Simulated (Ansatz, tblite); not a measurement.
# GaH2Et (C2H7Ga): a ladder of methods and basis sets

How do method and basis change the picture of GaH2Et (C2H7Ga) (singlet)?

The runs use Ansatz 0.2.0, Gaussian basis; as each input shows.

Plan: GFN1-xTB, GFN2-xTB, PBE-D4/def2-TZVP, r2SCAN-D4/def2-TZVP, CAM-B3LYP-D4/def2-TZVP, r2SCANh-D4/def2-TZVP, PBE-QIDH/def2-TZVP, PBE-D4/def2-SVP, PBE0-D4/def2-SVP, HF/STO-3G, CCSD(T)/def2-TZVP, RPA/def2-TZVP.

2 further runs of the same task are left out: 2 set aside as unsound or not needed.

## (1) The structure

The singlet was relaxed beforehand with r2SCAN-D4/def2-SVP.

10 atoms, charge 0, spin multiplicity 1.

Bond lengths: C1–C2 1.529 Å, C1–Ga3 1.972 Å, C1–H6 1.108 Å, C1–H7 1.107 Å, C2–H8 1.104 Å, C2–H9 1.103 Å, C2–H10 1.103 Å, Ga3–H4 1.572 Å, Ga3–H5 1.572 Å. Angles: C2–C1–Ga3 116.6°, C2–C1–H6 111.0°, C2–C1–H7 111.0°, Ga3–C1–H6 106.7°, Ga3–C1–H7 106.6°, H6–C1–H7 104.0°, C1–C2–H8 112.2°, C1–C2–H9 111.7°, C1–C2–H10 111.8°, H8–C2–H9 107.1°, H8–C2–H10 107.1°, H9–C2–H10 106.6°, C1–Ga3–H4 120.7°, C1–Ga3–H5 119.8°, H4–Ga3–H5 119.5°.

Coordinates:

```xyz
10
charge 0, multiplicity 1
C    -0.4121   -0.1801    0.4620
C    -0.2626   -1.0385   -0.7944
Ga    0.7005    1.4448    0.5582
H     1.6972    1.8056   -0.6032
H     0.5920    2.3938    1.8064
H    -1.4624    0.1441    0.5986
H    -0.1924   -0.7691    1.3735
H    -0.9111   -1.9315   -0.7684
H    -0.5221   -0.4759   -1.7064
H     0.7731   -1.3933   -0.9262
```

PBE0-D4/def2-TZVP was run before; its log isn't repeated, and its numbers join the tables.

## (2) GFN1-xTB

Tight binding, by tblite at 300 K electronic temperature and without a spin-polarisation term:

```python
tblite.interface.Calculator('GFN1-xTB', numbers, positions, charge=0, uhf=0).singlepoint()
```

Energy -253.0308 eV, HOMO -11.14 eV, LUMO -4.98 eV; 0.004 s.

## (3) GFN2-xTB

Tight binding, by tblite at 300 K electronic temperature and without a spin-polarisation term:

```python
tblite.interface.Calculator('GFN2-xTB', numbers, positions, charge=0, uhf=0).singlepoint()
```

Energy -244.7979 eV, HOMO -10.64 eV, LUMO -5.63 eV; 0.002 s.

## (4) PBE-D4/def2-TZVP

start.molden holds the orbitals of an earlier run on this state, given as this run's starting guess.

Input file in.yaml:

```yaml
crystal:
  periodic: [false, false, false]
  atoms:
    - {symbol: C, position_ang: [-0.412137, -0.180096, 0.461966]}
    - {symbol: C, position_ang: [-0.262592, -1.038460, -0.794364]}
    - {symbol: Ga, position_ang: [0.700466, 1.444797, 0.558209]}
    - {symbol: H, position_ang: [1.697209, 1.805605, -0.603242]}
    - {symbol: H, position_ang: [0.591979, 2.393770, 1.806366]}
    - {symbol: H, position_ang: [-1.462392, 0.144091, 0.598593]}
    - {symbol: H, position_ang: [-0.192394, -0.769107, 1.373477]}
    - {symbol: H, position_ang: [-0.911138, -1.931462, -0.768394]}
    - {symbol: H, position_ang: [-0.522149, -0.475868, -1.706447]}
    - {symbol: H, position_ang: [0.773147, -1.393261, -0.926173]}
basis:
  gaussian: {orbitals: def2-TZVP, initial_orbitals: start.molden}
hamiltonian: {xc: pbe, dispersion: d4}
scf: {omitted_lower_state_checks: [starts]}
output: {forces: true, orbitals: {seedname: orbitals}}
```

Launch:

```bash
ansatz run in.yaml --threads 2 --pin off --events-out ev --progress --plain --max-ram 4352MiB
```

After this run come: r2SCAN-D4/def2-TZVP; CAM-B3LYP-D4/def2-TZVP; r2SCANh-D4/def2-TZVP; PBE-QIDH/def2-TZVP; PBE-D4/def2-SVP; PBE0-D4/def2-SVP; HF/STO-3G; CCSD(T)/def2-TZVP; RPA/def2-TZVP.

**Question.** What will the summary of the whole plan be? Wanted: gap in def2-TZVP, named functionals, smallest and largest; correlation energy, CCSD(T)/def2-TZVP; binding an atom, CCSD(T)/def2-TZVP; PBE0 total energy, smallest basis above largest.

**Answer**, as computed:

| quantity | value |
| --- | --- |
| gap in def2-TZVP, named functionals, smallest and largest | 4.14 eV (PBE-D4), 8.35 eV (CAM-B3LYP-D4) |
| correlation energy, CCSD(T)/def2-TZVP | -17.20 eV |
| binding an atom, CCSD(T)/def2-TZVP | 3.327 eV |
| PBE0 total energy, smallest basis above largest | 9.04 eV (def2-SVP, def2-TZVP) |

What this shows: Over the named functionals in def2-TZVP the gap runs from 4.14 eV (PBE-D4) to 8.35 eV (CAM-B3LYP-D4); exact exchange widens it. The functionals in def2-TZVP miss CCSD(T)/def2-TZVP by +0.099 (r2SCANh-D4) to +0.121 eV (PBE-D4) an atom. The reference is CCSD(T) in one finite basis, so it carries an error of its own, often a tenth of an eV or more, and near misses can't be ranked.
